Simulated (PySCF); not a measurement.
# CaK2 (K ... Ca ... K): the cost of one run

Computed with PySCF 2.14.0 and routines of our own; the level stands in each step. Atoms count from 0.

## Step 1: The system as given

3 atoms, charge 0, high-spin multiplicity 3; geometry from: GFN2-xTB fragments, placed rigidly.

The system (radical pair across a spacer): K···Ca···K. The radical centres are 10.61 Å apart; the spin sites are atom 0 (1 unpaired) and atom 1 (1 unpaired).

## Step 2: Magnetic exchange: CASSCF and SC-NEVPT2/def2-TZVP (2,2)

What the job is given:

```
{"job": {"kind": "cas", "basis": "def2-TZVP", "active": "magnetic", "zfs": true}, "charge": 0, "high_spin_multiplicity": 3, "spin_sites": [[[0], 1], [[1], 1]]}
K      0.000000     0.000000    -5.306000
K      0.000000     0.000000     5.306000
Ca     0.000000     0.000000     0.000000
```

With the program's defaults for keys left out, this is: CASSCF and SC-NEVPT2/def2-TZVP spin states, gas phase.

On the command line:

```bash
> OMP_NUM_THREADS=1 python exch_run.py task.json out
```

This one command runs all jobs of the session in turn.

**Question.** How long does this run take on 1 thread of Arm Neoverse V1, shared host?

About 3.4 s.
